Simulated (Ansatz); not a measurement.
# CH4NaSSi: the cost of one run

Method: RKS PBE0/cc-pVDZ, in Ansatz 0.2.0.

## 1. The starting structure

Bond lengths: Na1–C2 2.476 Å, C2–S3 1.637 Å, S3–Si4 2.235 Å, C2–H5 1.097 Å, Si4–H6 1.453 Å, Si4–H7 1.474 Å, Si4–H8 1.455 Å. Angles: Na1–C2–S3 144.9°, Na1–C2–H5 109.3°, S3–C2–H5 105.7°, C2–S3–Si4 106.3°, S3–Si4–H6 102.3°, S3–Si4–H7 100.2°, S3–Si4–H8 103.6°, H6–Si4–H7 116.5°, H6–Si4–H8 115.7°, H7–Si4–H8 115.1°.

As a file:

```xyz
8

Na    2.8214   -1.2925    0.1499
C     0.6142   -0.9126    1.2054
S    -0.8337   -0.1645    1.0518
Si   -0.8108    0.8466   -0.9412
H     0.5873   -1.4146    2.1803
H    -1.2922    2.1793   -0.6185
H     0.6193    0.7275   -1.2792
H    -1.7054    0.0307   -1.7485
```

## 2. Relaxing end A

Input file input.yaml:

```yaml
crystal:
  periodic: [false, false, false]
  atoms:
    - { symbol: Na, position_ang: [2.8214, -1.2925, 0.14985] }
    - { symbol: C, position_ang: [0.61416, -0.91265, 1.20542] }
    - { symbol: S, position_ang: [-0.83372, -0.16447, 1.05185] }
    - { symbol: Si, position_ang: [-0.8108, 0.84664, -0.94124] }
    - { symbol: H, position_ang: [0.58728, -1.41459, 2.18028] }
    - { symbol: H, position_ang: [-1.29216, 2.17928, -0.61846] }
    - { symbol: H, position_ang: [0.6193, 0.72753, -1.27917] }
    - { symbol: H, position_ang: [-1.70545, 0.03075, -1.74853] }
total_charge: 1
basis:
  gaussian: { orbitals: cc-pVDZ }
hamiltonian:
  xc: pbe0
relax:
  f_tol: 0.015
  max_steps: 40
```

Run with:

```
ansatz run input.yaml --threads 1 --pin off --max-ram 2048MiB --backend cpu --events-out ev --progress --plain --runs-dir out
```

**Question.** How long does this run take on 1 thread of Intel Xeon Platinum 8375C at 2.90GHz (Ice Lake), shared host, and how much memory does it need?

About 80 s, with a peak of 0.2 GiB.
